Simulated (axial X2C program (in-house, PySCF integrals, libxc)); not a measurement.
**PtCN: Ω levels from open-shell CI on d9 s0 p(π)0**

Aim: the spin–orbit levels of PtCN that arise from the configuration d9 s0 p(π)0 of Pt, and how they move with the bond.

Program: an in-house X2C program for linear molecules on PySCF integrals. Level of theory: two-component X2C, average-of-configuration Hartree–Fock and CI in the open shells. These are calculated values, not measurements.

All values are calculated.

## Step 1: Set-up

task.json reads:

```json
{
 "zs": [
  78,
  6,
  7
 ],
 "q": 0,
 "bas": [
  "dyall-v4z",
  "dyall-v4z",
  "dyall-v4z"
 ],
 "r0": 1.98,
 "metal": 0,
 "shells": [
  [
   2,
   [
    0,
    1,
    2
   ],
   9
  ],
  [
   0,
   [
    0
   ],
   0
  ],
  [
   1,
   [
    1
   ],
   0
  ]
 ],
 "fix": 0,
 "emax": 3.2,
 "nroots": 4,
 "r2": 1.16
}
```

Keys: zs atomic numbers; q charge; bas basis sets; r0 starting distance in Å; metal index of the metal atom; shells open shells as [l, |m| values, electrons]; fix electron count of the first shell held; emax energy window in eV; nroots roots for each Ω; r2 second bond in Å, held.

The run is started by

```console
$ python soci.py task.json out
```

Two-component X2C with atomic mean-field Coulomb and Gaunt terms, basis Pt dyall-v4z, C dyall-v4z, N dyall-v4z (cores contracted in-house). Orbitals come from Hartree–Fock averaged over the configuration Pt d9 s0 p(π)0; CI then distributes these electrons over the d, s, p(π) shells of Pt.

## Step 2: CI at Pt–C–N held linear, bonds 1.981 and 1.160 Å (the second held)

Before running it: what results should come out? Wanted: lowest level of the model; next level; lowest curve, Re and ωe.

The runs gave:

| quantity | value |
| --- | --- |
| lowest level of the model | Ω = 5/2, g∥ = 6.00, 100% d9 |
| next level | Ω = 1/2, 765 cm⁻¹ higher |
| lowest curve, Re and ωe | 1.957 Å, 458.8 cm⁻¹ |

In words: In the lowest level ⟨Sz⟩ = 0.50 and ⟨Lz⟩ = 2.00; its leading determinant has weight 1.00 among 1119. From 1.981 to 2.338 Å the gap from the lowest to the fifth level goes from 11213 to 10101 cm⁻¹. Without dynamic correlation distances can be off by several hundredths of an Å, and the wavenumbers are rough. Dynamic correlation is missing, so gaps between terms are too wide and other configurations may lie lower; the lowest level listed is that of this model, not necessarily the ground state. For d shells the ligand-field splittings (σ, π, δ) and their order can be off by a thousand cm⁻¹ or more. At most 4 roots were kept for each Ω > 0 (twice that for Ω = 0) within 3.2 eV of the lowest, so higher up levels can be missing between those listed; levels with Ω > 0 are doubly degenerate and listed once, Ω = 0 levels singly. Some active spinors are only partly of the character that their shell is named for, so the shell names and counts are nominal. States that fill the shells left empty in the average are placed too high. The molecule was held linear; bending was not examined.
